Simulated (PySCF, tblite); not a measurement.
# C₇H₁₁ClSi₂: geometry, infrared bands and NMR shifts

Aim: predict the infrared bands and NMR shifts of C₇H₁₁ClSi₂ (`ClC1=C[Si@@H](C2CC2)C=C[SiH2]1`).

Computed with tblite 0.8.0 and PySCF 2.14.0, with density-fitted response routines of our own, on a single molecule in the gas phase. Atoms count from 0, in the outputs and in this text.

## 1. Starting geometry

21 atoms, charge 0, multiplicity 1; geometry from: force field or distance geometry start.

Bonds of the start (Å): Cl0–C1 1.76, C1–C2 1.34, C2–Si3 1.85, Si3–C4 1.88, C4–C5 1.51, C5–C6 1.50, Si3–C7 1.86, C7–C8 1.35, C8–Si9 1.86, Si9–C1 1.90, C6–C4 1.50, C2–H10 1.09, Si3–H11 1.49, C4–H12 1.08, C5–H13 1.08, C5–H14 1.09, C6–H15 1.08, C6–H16 1.09, C7–H17 1.10, C8–H18 1.08, Si9–H19 1.49, Si9–H20 1.48.

## 2. Optimising the geometry with GFN2-xTB

Job settings and geometry (Å):

```
{"job": {"kind": "relax", "xc": "GFN2-xTB", "basis": "xTB"}, "charge": 0, "multiplicity": 1}
Cl     2.759200     3.140500    -0.469000
C      2.058600     1.538900    -0.289800
C      0.876000     1.444500     0.341200
Si    -0.110200    -0.083900     0.673100
C     -1.778200    -0.021400    -0.182100
C     -2.931400     0.681000     0.482600
C     -2.927500    -0.814800     0.359800
C      0.884400    -1.537400     0.063900
C      2.076700    -1.492300    -0.559300
Si     3.039000     0.050100    -0.946300
H      0.362600     2.339200     0.694900
H     -0.302600    -0.233000     2.145900
H     -1.702600     0.069500    -1.256500
H     -3.612300     1.239400    -0.142000
H     -2.807600     1.113700     1.479000
H     -3.622500    -1.265200    -0.330400
H     -2.805900    -1.392500     1.277200
H      0.396300    -2.503600     0.240200
H      2.561800    -2.397700    -0.877900
H      4.376500    -0.029000    -0.287700
H      3.200700     0.170900    -2.417300
```

On the command line:

```bash
$ OMP_NUM_THREADS=1 python probes_run.py task.json out
```

The driver reads the jobs from task.json and runs them one after another.

Log:

```text
step      E/eV     max force
  0    -775.48476    1.193
  1    -775.53316    0.806
  2    -775.55485    0.416
  3    -775.57029    0.350
  4    -775.58524    0.320
  5    -775.59525    0.280
  6    -775.60335    0.192
  7    -775.60794    0.220
  8    -775.61129    0.130
  9    -775.61374    0.097
 10    -775.61527    0.101
 11    -775.61631    0.098
 12    -775.61741    0.086
 13    -775.61866    0.094
 14    -775.61978    0.069
 15    -775.62047    0.049
 16    -775.62079    0.033
 17    -775.62098    0.032
 18    -775.62111    0.024
 19    -775.62121    0.021
 20    -775.62127    0.017
 21    -775.62131    0.018
 22    -775.62134    0.018
 23    -775.62138    0.017
 24    -775.62143    0.021
 25    -775.62148    0.017
 26    -775.62151    0.011
 27    -775.62153    0.010
 28    -775.62155    0.010
```

It took 0.32 s on 1 thread of Arm Neoverse V2, shared host; peak memory 0.18 GiB.

Along the way:

| step | energy from step 0 (eV) | largest force (eV/Å) |
| --- | --- | --- |
| 0 | 0.0000 | 1.1931 |
| 1 | -0.0484 | 0.8062 |
| 2 | -0.0701 | 0.4164 |
| 3 | -0.0855 | 0.3501 |
| 4 | -0.1005 | 0.3197 |
| 5 | -0.1105 | 0.2800 |
| 6 | -0.1186 | 0.1920 |
| 7 | -0.1232 | 0.2197 |
| 8 | -0.1265 | 0.1297 |
| 9 | -0.1290 | 0.0966 |
| 10 | -0.1305 | 0.1013 |
| 11 | -0.1315 | 0.0978 |
| 12 | -0.1326 | 0.0862 |
| 13 | -0.1339 | 0.0942 |
| 14 | -0.1350 | 0.0691 |
| 15 | -0.1357 | 0.0493 |
| 16 | -0.1360 | 0.0329 |
| 17 | -0.1362 | 0.0319 |
| 18 | -0.1363 | 0.0239 |
| 19 | -0.1364 | 0.0212 |
| 20 | -0.1365 | 0.0175 |
| 21 | -0.1365 | 0.0178 |
| 22 | -0.1366 | 0.0178 |
| 23 | -0.1366 | 0.0173 |
| 24 | -0.1367 | 0.0207 |
| 25 | -0.1367 | 0.0166 |
| 26 | -0.1367 | 0.0110 |
| 27 | -0.1368 | 0.0105 |
| 28 | -0.1368 | 0.0096 |

Close pairs (by a distance rule), those that changed most:

| bond | before (Å) | after (Å) | change (Å) |
| --- | --- | --- | --- |
| C2–Si3 | 1.849 | 1.881 | +0.032 |
| Si9–H19 | 1.493 | 1.468 | -0.025 |
| C8–Si9 | 1.859 | 1.879 | +0.021 |
| Si3–C7 | 1.864 | 1.884 | +0.020 |
| C1–C2 | 1.344 | 1.325 | -0.019 |
| Si3–H11 | 1.493 | 1.476 | -0.017 |
| Si9–H20 | 1.485 | 1.469 | -0.016 |
| C7–C8 | 1.346 | 1.332 | -0.015 |

The end geometry stands in the next job.

## 3. Infrared spectrum with GFN2-xTB

Job settings and geometry (Å):

```
{"job": {"kind": "ir", "xc": "GFN2-xTB", "basis": "xTB"}, "charge": 0, "multiplicity": 1}
Cl     2.829981     3.052929    -0.524177
C      2.023266     1.523744    -0.258522
C      0.847733     1.498190     0.351662
Si    -0.090724    -0.096103     0.689985
C     -1.768220    -0.024355    -0.175960
C     -2.925325     0.675657     0.481378
C     -2.930858    -0.810766     0.362571
C      0.879818    -1.580762     0.056287
C      2.061465    -1.516697    -0.554168
Si     3.012176     0.060554    -0.928576
H      0.395481     2.427471     0.678314
H     -0.292185    -0.235928     2.145419
H     -1.737200     0.062224    -1.256800
H     -3.601510     1.245156    -0.139013
H     -2.774331     1.106164     1.459626
H     -3.611685    -1.269275    -0.339365
H     -2.782931    -1.392736     1.259579
H      0.428406    -2.556270     0.211322
H      2.533600    -2.440576    -0.875155
H      4.322747     0.048241    -0.267171
H      3.171375     0.240080    -2.377707
```

Log:

```text
mode    cm-1     km/mol
  1      20.4      0.05
  2      26.9      0.05
  3      63.4      0.45
  4     101.7      0.77
  5     184.5      0.35
  6     196.1      1.07
  7     198.5      1.33
  8     252.5      1.74
  9     269.3      3.97
 10     291.7      1.98
 11     309.7      3.16
 12     350.9     10.24
 13     471.7     35.02
 14     487.6     34.27
 15     560.5     35.14
 16     572.4     24.31
 17     607.4     51.36
 18     641.1    136.22
 19     646.2     23.56
 20     656.3     70.48
 21     692.2    144.91
 22     728.7    213.20
 23     767.4    100.39
 24     774.2    263.37
 25     809.0      2.35
 26     814.5    113.78
 27     829.3     53.31
 28     844.9     29.37
 29     857.4     68.69
 30     959.5      0.22
 31     965.1      0.02
 32    1002.2     47.29
 33    1020.0     13.17
 34    1069.7      1.63
 35    1071.5      0.24
 36    1107.2      0.34
 37    1158.8      0.20
 38    1172.2     15.19
 39    1231.9     46.02
 40    1240.8      5.34
 41    1331.2      5.53
 42    1346.0     19.30
 43    1449.2      0.03
 44    1490.3      3.69
 45    1624.5    113.51
 46    1633.0      5.64
 47    2153.1    317.14
 48    2212.6    347.78
 49    2225.0    197.69
 50    2983.7     43.96
 51    3002.7     88.73
 52    3020.1     27.05
 53    3021.7     26.80
 54    3079.1     10.79
 55    3083.1     32.92
 56    3086.8     30.94
 57    3100.9     70.80
```

It took 1.2 s on 1 thread of Arm Neoverse V2, shared host; peak memory 0.18 GiB.

Which atoms move in the most intense modes:

| cm⁻¹ | km/mol | atoms |
| --- | --- | --- |
| 641 | 136.2 | H11 74 % |
| 692 | 144.9 | H17 24 %, H18 23 %, C7 14 % |
| 729 | 213.2 | Si3 31 %, C7 15 % |
| 774 | 263.4 | H19 25 %, H20 25 %, Si9 23 %, C8 16 % |
| 814 | 113.8 | Si3 26 %, C1 25 %, C2 19 % |
| 2153 | 317.1 | H11 97 % |
| 2213 | 347.8 | H20 76 %, H19 20 % |
| 2225 | 197.7 | H19 76 %, H20 21 % |

## 4. Shielding tensors: PBE0/pcSseg-1

Settings changed since step 3:

```diff
@@ -1,2 +1,2 @@
-{"job": {"kind": "ir", "xc": "GFN2-xTB", "basis": "xTB"}, "charge": 0, "multiplicity": 1}
+{"job": {"kind": "nmr", "xc": "PBE0", "basis": "pcSseg-1"}, "charge": 0, "multiplicity": 1}
 Cl     2.829981     3.052929    -0.524177
```

With the program's defaults for keys left out, this is: GIAO PBE0/pcSseg-1 NMR shielding, non-relativistic, gas phase.

Log:

```text
coarse grid: 19296 points
cycle   1  E = -1311.5788361292  dE =  1.285e+00  |g| = 4.875e-01  |ddm| = 4.386e+00
cycle   2  E = -1311.5546316464  dE =  2.420e-02  |g| = 5.807e-01  |ddm| = 9.224e-01
cycle   3  E = -1311.6388882336  dE = -8.426e-02  |g| = 1.085e-01  |ddm| = 5.915e-01
cycle   4  E = -1311.6416069955  dE = -2.719e-03  |g| = 4.755e-02  |ddm| = 1.512e-01
cycle   5  E = -1311.6421695851  dE = -5.626e-04  |g| = 9.425e-03  |ddm| = 4.670e-02
cycle   6  E = -1311.6421907620  dE = -2.118e-05  |g| = 2.777e-03  |ddm| = 1.329e-02
cycle   7  E = -1311.6421922571  dE = -1.495e-06  |g| = 1.100e-03  |ddm| = 3.271e-03
final grid: 173152 points
cycle   8  E = -1311.7009682603  dE = -4.024e-05  |g| = 9.095e-03  |ddm| = 3.074e-02
cycle   9  E = -1311.7009576763  dE =  1.058e-05  |g| = 1.099e-02  |ddm| = 1.835e-02
cycle  10  E = -1311.7009890015  dE = -3.133e-05  |g| = 1.296e-03  |ddm| = 1.074e-02
cycle  11  E = -1311.7009893298  dE = -3.282e-07  |g| = 5.025e-04  |ddm| = 1.496e-03
cycle  12  E = -1311.7009893929  dE = -6.312e-08  |g| = 9.110e-05  |ddm| = 4.516e-04
cycle  13  E = -1311.7009893947  dE = -1.805e-09  |g| = 3.355e-05  |ddm| = 1.266e-04
cycle  14  E = -1311.7009893950  dE = -2.597e-10  |g| = 9.400e-06  |ddm| = 4.196e-05
converged SCF energy = -1311.7009893950

GIAO shielding tensors (ppm)
atom      isotropic    diamagn.    paramagn.     s11        s22        s33       span
  0 Cl     613.644    1144.818    -531.174    353.678    544.783    942.471    588.792
  1 C       30.458     256.818    -226.360    -82.348     49.055    124.669    207.017
  2 C       39.079     260.473    -221.394    -70.721     35.463    152.495    223.216
  3 Si     377.729     883.224    -505.495    357.823    363.082    412.280     54.457
  4 C      188.449     250.061     -61.612    161.827    178.909    224.609     62.782
  5 C      183.916     254.238     -70.322    155.516    178.709    217.523     62.007
  6 C      183.762     254.523     -70.761    155.898    178.454    216.933     61.035
  7 C       29.926     262.299    -232.374    -90.708      3.036    177.449    268.157
  8 C       35.503     258.712    -223.209    -77.834     13.705    170.638    248.472
  9 Si     416.586     880.865    -464.279    397.273    404.125    448.359     51.086
 10 H       24.405      32.041      -7.636     21.239     22.758     29.218      7.979
 11 H       27.515      30.997      -3.482     24.123     26.568     31.854      7.731
 12 H       31.960      33.419      -1.459     24.873     29.334     41.672     16.799
 13 H       30.969      30.498       0.471     25.309     26.209     41.390     16.081
 14 H       31.383      31.725      -0.342     25.541     28.402     40.207     14.666
 15 H       30.991      30.489       0.502     25.166     26.302     41.505     16.339
 16 H       31.371      31.726      -0.356     25.333     28.473     40.305     14.972
 17 H       24.164      32.082      -7.918     21.729     23.229     27.534      5.805
 18 H       24.542      28.985      -4.443     23.222     23.692     26.711      3.489
 19 H       27.115      28.001      -0.885     23.742     25.725     31.880      8.138
 20 H       27.094      28.567      -1.473     24.084     25.585     31.613      7.529
```

Run time: 80 s. Hardware: 1 thread of Arm Neoverse V2, shared host; peak memory 1.1 GiB.

The references, computed at this level on geometries of the same kind, shield at (ppm): ¹H TMS 31.72, ¹³C TMS 186.9, ²⁹Si TMS 349.2, ³⁵Cl HCl 950. Their shielding less the atom's gives the shift. The references are single molecules in the gas phase.

| atoms | environment | σ (ppm) | δ (ppm) | δ scaled to CDCl3 |
| --- | --- | --- | --- | --- |
| C7 | alkene CH | 29.9 | 157.0 | 151.3 |
| C1 | fully substituted alkene carbon | 30.5 | 156.5 | 150.8 |
| C8 | alkene CH | 35.5 | 151.4 | 145.9 |
| C2 | alkene CH | 39.1 | 147.8 | 142.4 |
| C6 | three-membered-ring carbon | 183.8 | 3.2 | 1.2 |
| C5 | three-membered-ring carbon | 183.9 | 3.0 | 1.0 |
| C4 | three-membered-ring carbon | 188.4 | -1.5 | -3.4 |
| H17 | hydrogen on an alkene CH | 24.16 | 7.55 | 7.23 |
| H10 | hydrogen on an alkene CH | 24.40 | 7.31 | 7.00 |
| H18 | hydrogen on an alkene CH | 24.54 | 7.18 | 6.87 |
| H20 | hydrogen on a silicon bonded to 2 C, in a 6-membered ring | 27.09 | 4.62 | – |
| H19 | hydrogen on a silicon bonded to 2 C, in a 6-membered ring | 27.12 | 4.60 | – |
| H11 | hydrogen on a silicon bonded to 3 C, in a 6-membered ring | 27.52 | 4.20 | – |
| H13 | hydrogen on a three-membered-ring carbon | 30.97 | 0.75 | 0.81 |
| H15 | hydrogen on a three-membered-ring carbon | 30.99 | 0.73 | 0.79 |
| H16 | hydrogen on a three-membered-ring carbon | 31.37 | 0.35 | 0.43 |
| H14 | hydrogen on a three-membered-ring carbon | 31.38 | 0.33 | 0.42 |
| H12 | hydrogen on a three-membered-ring carbon | 31.96 | -0.24 | -0.12 |
| Cl0 | chlorine bonded to C | 614 | 336 | – |
| Si3 | silicon bonded to 3 C, H, in a 6-membered ring | 377.7 | -28.6 | – |
| Si9 | silicon bonded to 2 C, 2 H, in a 6-membered ring | 416.6 | -67.4 | – |

The scaled column applies a straight-line fit of computed shieldings to shifts measured in CDCl3, with any fitted terms for Cl, Br or S neighbours (root-mean-square error 0.16 ppm for H, 1.9 ppm for C).

Charges from the same density, by scheme (e):

| atoms | Mulliken | IAO | Hirshfeld | ESP fit |
| --- | --- | --- | --- | --- |
| Cl0 | -0.09 | -0.05 | -0.04 | -0.10 |
| C1 | -0.44 | -0.25 | -0.07 | -0.04 |
| C2 | -0.30 | -0.43 | -0.15 | -0.38 |
| Si3 | 0.96 | 0.91 | 0.36 | 0.65 |
| C4 | -0.55 | -0.42 | -0.13 | -0.32 |
| C5 | -0.20 | -0.28 | -0.09 | -0.29 |
| C6 | -0.20 | -0.28 | -0.09 | -0.28 |
| C7 | -0.41 | -0.40 | -0.13 | -0.50 |
| C8 | -0.41 | -0.41 | -0.13 | -0.12 |
| Si9 | 0.79 | 0.76 | 0.32 | 0.35 |

Mayer bond orders: Cl0–C1 1.03, C1–C2 1.88, C2–Si3 0.86, Si3–C4 0.86, C4–C5 0.95, C5–C6 0.97, Si3–C7 0.88, C7–C8 1.95, C8–Si9 0.90, Si9–C1 0.79, C6–C4 0.95.

Ring of atoms C1, C2, Si3, C7, C8, Si9: NICS(0) 0.2, NICS(1) -0.9, NICS(1)zz 4.5 ppm (means of both faces).

Ring of atoms C4, C5, C6: NICS(0) -44.9, NICS(1) -8.5, NICS(1)zz -23.4 ppm (means of both faces).

In rings of three or four atoms NICS is ruled by the nearby σ bonds, so it says little on aromaticity.

Orbitals, density, ELF and potential are computed afterwards from the orbital file.

Frontier orbitals at PBE0/pcSseg-1, with the share of their density that lies nearest to each atom:

| orbital | energy (eV) | lies on |
| --- | --- | --- |
| HOMO | -7.50 | Cl0 30 %; C2 27 %; C1 20 % |
| LUMO | -1.01 | 4 C atoms about 14 % each |

ELF in a plane through or near 8 of the atoms.

Values, 10 rows by 14 columns:
```
0.00 0.00 0.00 0.00 0.00 0.00 0.00 0.00 0.00 0.00 0.00 0.00 0.00 0.00
0.00 0.00 0.00 0.17 0.49 0.27 0.00 0.00 0.00 0.00 0.00 0.00 0.00 0.00
0.00 0.00 0.21 0.85 0.89 0.31 0.73 0.96 0.00 0.00 0.00 0.00 0.00 0.00
0.00 0.00 0.04 0.51 0.52 0.59 0.80 0.79 0.00 0.54 0.85 0.04 0.00 0.00
0.00 0.03 0.81 0.41 0.77 0.59 0.83 0.56 0.32 0.53 0.90 0.13 0.00 0.00
0.00 0.29 1.00 0.99 0.21 0.08 0.50 0.80 0.68 0.17 0.61 0.18 0.00 0.00
0.00 0.00 0.40 0.12 0.60 0.78 0.32 0.61 0.04 0.64 0.98 0.11 0.00 0.00
0.00 0.00 0.00 0.04 0.88 0.30 0.93 0.99 0.01 0.02 0.08 0.00 0.00 0.00
0.00 0.00 0.00 0.00 0.17 0.01 0.10 0.40 0.00 0.00 0.00 0.00 0.00 0.00
0.00 0.00 0.00 0.00 0.00 0.00 0.00 0.00 0.00 0.00 0.00 0.00 0.00 0.00
```
The map spans 13.8 Å across and 11.0 Å up, centred on the molecule. Atoms in the plane (x, y in Å): C2 (-0.8, 1.5), Si3 (0.2, 0.0), C7 (-0.8, -1.6), H10 (-0.4, 2.5), H14 (2.9, 1.3), H16 (3.0, -1.2), H17 (-0.3, -2.5), H19 (-4.3, -0.1).

On the surface of density 0.002 e/bohr³ the electrostatic potential runs, from the 1st to the 99th percentile, from -0.64 V near Cl0 to 0.97 V near H18.

## 5. What came out

| quantity | value |
| --- | --- |
| strongest single infrared mode (GFN2-xTB) | 2213 cm⁻¹, 348 km/mol |
| zero-point energy (GFN2-xTB) | 94.2 kcal/mol |
| ¹³C shifts against TMS (PBE0/pcSseg-1) | 157.0, 156.5, 151.4, 147.8, 3.2, 3.0, -1.5 ppm |
| ¹H shifts against TMS (PBE0/pcSseg-1) | 7.55, 7.31, 7.18, 4.62, 4.60, 4.20, 0.75, 0.73, 0.35, 0.33, -0.24 ppm |
| ³⁵Cl shifts against HCl (PBE0/pcSseg-1) | 336 ppm |
| ²⁹Si shifts against TMS (PBE0/pcSseg-1) | -28.6, -67.4 ppm |
| surface potential, 1st and 99th percentile | -0.64 V and 0.97 V |

What this shows: The optimisation took 28 steps and gained 0.137 eV; among the close pairs (by a distance rule), C2–Si3 changed most, from 1.849 to 1.881 Å. All 57 modes are real, so the xTB geometry is a minimum. The strongest single mode, at 2213 cm⁻¹, moves mainly H20. GFN2-xTB is a fitted tight-binding method: band positions and strengths are rough. Its intensities can rank the bands wrongly. At PBE0/pcSseg-1: The largest span, 589 ppm, is at Cl0, where the paramagnetic term is -531 ppm. At PBE0/pcSseg-1, counted by nearest atom on the grid, the HOMO lies on Cl0 30 %; C2 27 %, the LUMO on 4 C atoms about 14 % each.
